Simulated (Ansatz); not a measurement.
What does this script print? It uses Ansatz 0.2.0, Python API.

`run_bde.py`:
```python
import ansatz as az

params = {
    "basis_set": "def2-SVP",
    "functional": "hf",
}


def total_energy(molecule, charge=0, unpaired=0):
    calc = molecule.calculation().basis(gaussian=params["basis_set"]).functional(params["functional"])
    if charge:
        calc = calc.charge(charge)
    if unpaired:
        calc = calc.spin("collinear", total=unpaired)
    report = calc.run().report
    if report["published_state_doubts"]:
        print("  doubts:", report["published_state_doubts"])
    return report["free_energy_ev"]

GEOMETRY = """
C    -0.48420    1.57450   -0.01710
C    -0.17790    0.36820   -0.06800
C     0.15550   -0.86920   -0.11160
O     1.13540   -1.30420    0.84950
Cl   -0.42480   -1.90460   -1.32420
H    -1.22370    2.03500   -0.76320
H    -0.11780    2.28130    0.74250
H     1.22970   -2.23820    0.63610
"""

def without(molecule, index):
    rest = az.Crystal.molecule()
    for i, site in enumerate(molecule.cartesian_sites):
        if i != index:
            rest = rest.atom(site.symbol, site.position_ang)
    return rest


def main() -> None:
    geometry = az.Crystal.molecule()
    for line in GEOMETRY.strip().splitlines():
        symbol, *xyz = line.split()
        geometry = geometry.atom(symbol, [float(v) for v in xyz])

    whole = total_energy(geometry, 0)
    hydrogen = total_energy(az.Crystal.molecule().atom("H", (0, 0, 0)), 0, 1)
    print(f"E(molecule) = {whole:.5f} eV, E(H) = {hydrogen:.5f} eV")
    for index in [6, 7]:
        radical = total_energy(without(geometry, index), 0, 1)
        print(f"H{index}: homolysis {23.060548 * (radical + hydrogen - whole):.1f} kcal/mol")
        anion = total_energy(without(geometry, index), -1)
        print(f"H{index}: loss of a proton {23.060548 * (anion - whole):.1f} kcal/mol")


if __name__ == "__main__":
    main()
```

Running `python run_bde.py` prints:
```text
E(molecule) = -17665.37086 eV, E(H) = -13.58606 eV
H6: homolysis 10.0 kcal/mol
H6: loss of a proton 358.7 kcal/mol
H7: homolysis 15.4 kcal/mol
H7: loss of a proton 369.9 kcal/mol
```

Reading the output:
- The settings weren't tested for convergence.
- The geometry is a force-field or estimated start, not a minimum of this method, and the basis set is short of its limit. All parts are taken at fixed geometry, without zero-point energy.
- The expectation value of S² is noticeably off S(S+1) in at least one run, so that state is spin-contaminated.
- Hartree-Fock leaves correlation out, so bond, atomisation and ionisation energies come out well too low.
- Anions want diffuse functions, which this basis lacks.
- The whole script took 14 s on 1 thread of Intel(R) Xeon(R) Platinum 8488C (Sapphire Rapids), on a shared host, peak memory 0.27 GiB.

(Lines on the test bed's own set-up are left out of the output.)
